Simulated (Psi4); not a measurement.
# triplet Ge2H6 at 3 levels

Wanted: a comparison of 3 runs (UB3LYP/6-31G*, UCAM-B3LYP/6-31G*, UTPSS/6-31G*) of triplet Ge2H6. 

The results are computed with Psi4 1.11.

1 further run of the same task is left out (set aside as unsound or not needed).

## (1) The molecule

Ge2H6 has 8 atoms, charge 0, and is taken as a triplet. As SMILES of the parent species, `[GeH3][GeH3]`. The coordinates come from a PBE0-D4/def2-TZVP relaxation. That shape belongs to the parent species and isn't relaxed for this state.

Bond lengths: Ge1–Ge2 2.420 Å, Ge1–H3 1.537 Å, Ge1–H4 1.537 Å, Ge1–H5 1.537 Å, Ge2–H6 1.537 Å, Ge2–H7 1.537 Å, Ge2–H8 1.537 Å. Some angles: Ge1–Ge2–H6 110.3°, Ge1–Ge2–H7 110.3°, Ge1–Ge2–H8 110.3°, Ge2–Ge1–H3 110.3°, Ge2–Ge1–H4 110.3°, Ge2–Ge1–H5 110.3°, H6–Ge2–H7 108.6°, H6–Ge2–H8 108.6°, H7–Ge2–H8 108.6°, H3–Ge1–H4 108.6°.

## (2) Energy and forces at UB3LYP/6-31G(d) (spherical functions) (run 1)

Contents of ge2h6_ase.py:

```python
import numpy as np
from ase.calculators.psi4 import Psi4
from ase import Atoms

mol = Atoms(['Ge', 'Ge', 'H', 'H', 'H', 'H', 'H', 'H'], positions=[
    [-0.569150, 0.281910, -1.029950],
    [0.569150, -0.281910, 1.029950],
    [-0.360530, -0.825230, -2.075830],
    [-2.077470, 0.442320, -0.780090],
    [-0.023210, 1.601970, -1.597890],
    [0.367430, 0.829100, 2.073090],
    [2.076310, -0.450460, 0.778490],
    [0.017470, -1.597700, 1.602230],
])
calc = Psi4(atoms=mol, method='b3lyp', basis='6-31G*', memory='2200MB', num_threads=1, charge=0, multiplicity=3, label='calc', reference='uks')
calc.psi4.set_options({'puream': True, 'e_convergence': 1e-09, 'd_convergence': 1e-08, 'scf_type': 'pk', 'dft_radial_points': 99, 'dft_spherical_points': 590, 'maxiter': 100})
mol.calc = calc

forces = mol.get_forces()
print(f'energy: {mol.get_potential_energy():.6f} eV')
print('forces / eV A^-1')
print(np.round(forces, 5))
```

Launch:

```console
$ python ge2h6_ase.py
```

calc.dat:

```text
[...]
  Running in c1 symmetry.
[...]
  Nuclear repulsion =  323.373940276510041
[...]
  Multiplicity = 3
[...]
  Nalpha       = 36
  Nbeta        = 34
[...]
    Number of basis functions: 76
[...]
   @UKS iter   1: -4153.85918486259197   -3.30985e+00   5.00984e-02 DIIS/ADIIS
[...]
   @UKS iter  15: -4156.88721357531813   -9.09495e-13   9.25614e-09 DIIS
[...]
   @S^2 Observed:                2.001689997E+00
[...]
    Orbital Energies [Eh]
    ---------------------
    Alpha Occupied:
       1A   -398.750449     2A   -398.750427     3A    -49.830762
       4A    -49.830722     5A    -44.356042     6A    -44.356012
       7A    -44.352922     8A    -44.352922     9A    -44.352918
      10A    -44.352918    11A     -6.261058    12A     -6.261022
      13A     -4.436897    14A     -4.436531    15A     -4.428099
      16A     -4.428098    17A     -4.428077    18A     -4.428077
      19A     -1.244445    20A     -1.238247    21A     -1.238247
      22A     -1.234885    23A     -1.234884    24A     -1.234884
      25A     -1.230159    26A     -1.230159    27A     -1.229935
      28A     -1.229935    29A     -0.629931    30A     -0.553149
      31A     -0.384026    32A     -0.384026    33A     -0.356786
      34A     -0.356786    35A     -0.345176    36A     -0.068503
[...]
  @UKS Final Energy: -4156.88721357531813
   => Energetics <=
    Nuclear Repulsion Energy =            323.3739402765100408
    One-Electron Energy =               -6434.8790686053207537
    Two-Electron Energy =                2083.5529914977960289
    DFT Exchange-Correlation Energy =    -128.9350767443041832
    Empirical Dispersion Energy =           0.0000000000000000
    VV10 Nonlocal Energy =                  0.0000000000000000
    Total Energy =                      -4156.8872135753181283
[...]
 Multipole Moments:
 ------------------------------------------------------------------------------------
     Multipole            Electronic (a.u.)      Nuclear  (a.u.)        Total (a.u.)
 ------------------------------------------------------------------------------------
 L = 1.  Multiply by 2.5417464519 to convert [e a0] to [Debye]
 Dipole X            :          0.0000033            0.0000000            0.0000033
 Dipole Y            :         -0.0000033            0.0000000           -0.0000033
 Dipole Z            :         -0.0000023            0.0000000           -0.0000023
 Magnitude           :                                                    0.0000052
[...]
  -Total Gradient:
     Atom            X                  Y                   Z
    ------   -----------------  -----------------  -----------------
       1        0.053200113531    -0.026353029531     0.096273135098
       2       -0.053197916405     0.026350125751    -0.096275246263
       3       -0.002738993988     0.007940352552     0.004366080591
       4        0.008505263400    -0.000372910387    -0.004128206788
       5       -0.004955288409    -0.007968704086     0.001236330586
       6        0.002699829170    -0.007959701588    -0.004348918240
       7       -0.008500658709     0.000418463137     0.004137613705
       8        0.004987562742     0.007945479317    -0.001260781383
[...]
```

The script printed:

```text
energy: -113114.662628 eV
forces / eV A^-1
[[-2.73566  1.35513 -4.95056]
 [ 2.73555 -1.35498  4.95067]
 [ 0.14084 -0.40831 -0.22451]
 [-0.43736  0.01918  0.21228]
 [ 0.25481  0.40977 -0.06357]
 [-0.13883  0.4093   0.22363]
 [ 0.43712 -0.02152 -0.21276]
 [-0.25647 -0.40857  0.06483]]
```

It took 28 s on 1 thread of Intel Xeon 6975P-C (Granite Rapids), shared host; peak memory 1 GiB.

## (3) Energy and gradient at UCAM-B3LYP/6-31G(d) (spherical functions) (run 2)

Contents of ge2h6.dat:

```
memory 2.2 GB

molecule m {
  0 3
  Ge    -1.07553762     0.53273269    -1.94632342
  Ge     1.07553762    -0.53273269     1.94632342
  H     -0.68130296    -1.55945869    -3.92275018
  H     -3.92584933     0.83586366    -1.47415645
  H     -0.04386054     3.02728456    -3.01957448
  H      0.69434207     1.56677193     3.91757233
  H      3.92365725    -0.85124603     1.47113289
  H      0.03301352    -3.01921543     3.02777589
  units bohr
  symmetry c1
}

set {
  basis                6-31G*
  reference            uks
  puream               true
  e_convergence        1e-09
  d_convergence        1e-08
  scf_type             pk
  dft_radial_points    99
  dft_spherical_points 590
  maxiter              100
}

e_tot, wfn = gradient("cam-b3lyp", return_wfn=True)
oeprop(wfn, "DIPOLE", "MULLIKEN_CHARGES", "LOWDIN_CHARGES", title="CAM-B3LYP")
```

Launch:

```console
$ psi4 -n 1 ge2h6.dat ge2h6.out
```

ge2h6.out, shortened:

```text
[...]
  Running in c1 symmetry.
[...]
  Nuclear repulsion =  323.373940801592084
[...]
  Multiplicity = 3
[...]
  Nalpha       = 36
  Nbeta        = 34
[...]
    Number of basis functions: 76
[...]
   @UKS iter   1: -4154.11190537424409   -3.64956e+00   4.92882e-02 ADIIS/DIIS
[...]
   @UKS iter  17: -4157.01593406913162   -3.18323e-11   7.17423e-09 DIIS
[...]
   @S^2 Observed:                2.001925351E+00
[...]
  @UKS Final Energy: -4157.01593406913162
   => Energetics <=
    Nuclear Repulsion Energy =            323.3739408015920844
    One-Electron Energy =               -6434.8665873237150663
    Two-Electron Energy =                2079.3991618769246088
    DFT Exchange-Correlation Energy =    -124.9224494239327043
    Empirical Dispersion Energy =           0.0000000000000000
    VV10 Nonlocal Energy =                  0.0000000000000000
    Total Energy =                      -4157.0159340691316174
[...]
  -Total Gradient:
     Atom            X                  Y                   Z
    ------   -----------------  -----------------  -----------------
       1        0.057469169175    -0.028467915827     0.103999856150
       2       -0.057466946617     0.028464938887    -0.104002009310
       3       -0.002532779378     0.006030859992     0.002176306252
       4        0.005619644320    -0.000000084128    -0.003985296061
       5       -0.004141600370    -0.005507967223    -0.000092824851
       6        0.002505972984    -0.006043209589    -0.002164027464
       7       -0.005617132237     0.000031018450     0.003991849535
       8        0.004163595335     0.005492423398     0.000076149945
[...]
 Multipole Moments:
 ------------------------------------------------------------------------------------
     Multipole            Electronic (a.u.)      Nuclear  (a.u.)        Total (a.u.)
[...]
  Mulliken Charges: (a.u.)
   Center  Symbol    Alpha    Beta     Spin     Total
       1    GE    16.53798 15.68212  0.85586 -0.22009
       2    GE    16.53798 15.68212  0.85586 -0.22009
       3     H     0.48734  0.43929  0.04805  0.07337
       4     H     0.48734  0.43930  0.04804  0.07336
       5     H     0.48734  0.43929  0.04805  0.07336
       6     H     0.48734  0.43929  0.04805  0.07336
       7     H     0.48734  0.43930  0.04804  0.07337
       8     H     0.48734  0.43929  0.04805  0.07336
   Total alpha = 36.00000, Total beta = 34.00000, Total charge = -0.00000
[...]
```

Run time: 38 s. Hardware: 1 thread of Intel Xeon 6975P-C (Granite Rapids), shared host; peak memory 1 GiB.

## (4) A single-point energy at UTPSS/6-31G(d) (spherical functions) (run 3)

Contents of calc.in:

```
memory 2.2 GB

molecule molecule1 {
  0 3
  Ge
  Ge 1 2.420084
  H 1 1.537253 2 110.33301
  H 1 1.537267 3 108.59568 2 -121.04046
  H 1 1.537259 3 108.59615 4 -117.9175
  H 2 1.537262 1 110.33334 3 179.66722
  H 2 1.537261 6 108.59582 1 121.04032
  H 2 1.537257 7 108.59605 6 -117.9175
  symmetry c1
}

set {
  reference uks
  puream true
  e_convergence 1e-09
  d_convergence 1e-08
  scf_type pk
  dft_radial_points 99
  dft_spherical_points 590
  maxiter 100
}

E, wfn = energy('tpss/6-31G*', return_wfn=True)
oeprop(wfn, 'LOWDIN_CHARGES', 'DIPOLE', 'QUADRUPOLE', title='TPSS')
print_variables()
```

Launch:

```console
$ psi4 calc.in calc.out -n 1
```

calc.out:

```text
[...]
  Running in c1 symmetry.
[...]
  Nuclear repulsion =  323.373971152573972
[...]
  Multiplicity = 3
[...]
  Nalpha       = 36
  Nbeta        = 34
[...]
    Number of basis functions: 76
[...]
   @UKS iter   1: -4153.52816409135630   -2.69504e+00   5.17853e-02 ADIIS/DIIS
[...]
   @UKS iter  14: -4156.74941296776433   -1.36424e-11   5.57413e-09 DIIS
[...]
   @S^2 Observed:                2.002514987E+00
[...]
    Orbital Energies [Eh]
    ---------------------
    Alpha Occupied:
       1A   -397.725061     2A   -397.725041     3A    -49.340180
       4A    -49.340141     5A    -43.882475     6A    -43.882442
       7A    -43.879396     8A    -43.879396     9A    -43.879391
      10A    -43.879391    11A     -6.073345    12A     -6.073314
      13A     -4.265465    14A     -4.265097    15A     -4.256841
      16A     -4.256841    17A     -4.256818    18A     -4.256818
      19A     -1.126747    20A     -1.120794    21A     -1.120794
      22A     -1.117158    23A     -1.117158    24A     -1.116828
      25A     -1.112396    26A     -1.112396    27A     -1.112088
      28A     -1.112088    29A     -0.582976    30A     -0.510207
      31A     -0.354371    32A     -0.354370    33A     -0.328232
      34A     -0.328231    35A     -0.316124    36A     -0.051022
[...]
  @UKS Final Energy: -4156.74941296776433
   => Energetics <=
    Nuclear Repulsion Energy =            323.3739711525739722
    One-Electron Energy =               -6434.1029874792366172
    Two-Electron Energy =                2114.0714865492609533
    DFT Exchange-Correlation Energy =    -160.0918831903627222
    Empirical Dispersion Energy =           0.0000000000000000
    VV10 Nonlocal Energy =                  0.0000000000000000
    Total Energy =                      -4156.7494129677643286
[...]
 Multipole Moments:
 ------------------------------------------------------------------------------------
     Multipole            Electronic (a.u.)      Nuclear  (a.u.)        Total (a.u.)
 ------------------------------------------------------------------------------------
 L = 1.  Multiply by 2.5417464519 to convert [e a0] to [Debye]
 Dipole X            :         -0.0000020            0.0000001           -0.0000019
 Dipole Y            :          0.0000052            0.0000004            0.0000055
 Dipole Z            :          0.0000005           -0.0000002            0.0000003
 Magnitude           :                                                    0.0000059
 L = 2.  Multiply by 1.3450342976 to convert [e a0^2] to [Debye ang]
 Quadrupole XX       :        -51.2979755           22.2604074          -29.0375680
 Quadrupole XY       :         -0.0000784            0.0000130           -0.0000654
[...]
```

It took 45 s on 1 thread of Intel Xeon 6975P-C (Granite Rapids), shared host; peak memory 1.2 GiB.

## (5) The series

```tsv
run	level	task	energy (Eh)	dipole moment (D)	HOMO energy (eV)	⟨S²⟩	wall time
1	UB3LYP/6-31G* (spherical functions)	gradient	-4156.887214	0.00	-1.86	2.002	28 s
2	UCAM-B3LYP/6-31G* (spherical functions)	gradient	-4157.015934	0.00	-2.86	2.002	38 s
3	UTPSS/6-31G* (spherical functions)	energy	-4156.749413	0.00	-1.39	2.003	45 s
```

## (6) Summary of results

| quantity | value |
| --- | --- |
| run 3: total energy | -4156.74941 Eh |
| run 3: dipole moment | 0.00 D |
| run 3: HOMO energy (highest over α and β) | -1.39 eV |
| run 3: ⟨S²⟩ | 2.003 |

Totals of different functionals can't be ranked against each other. All runs together took 1.8 min, the longest 45 s.
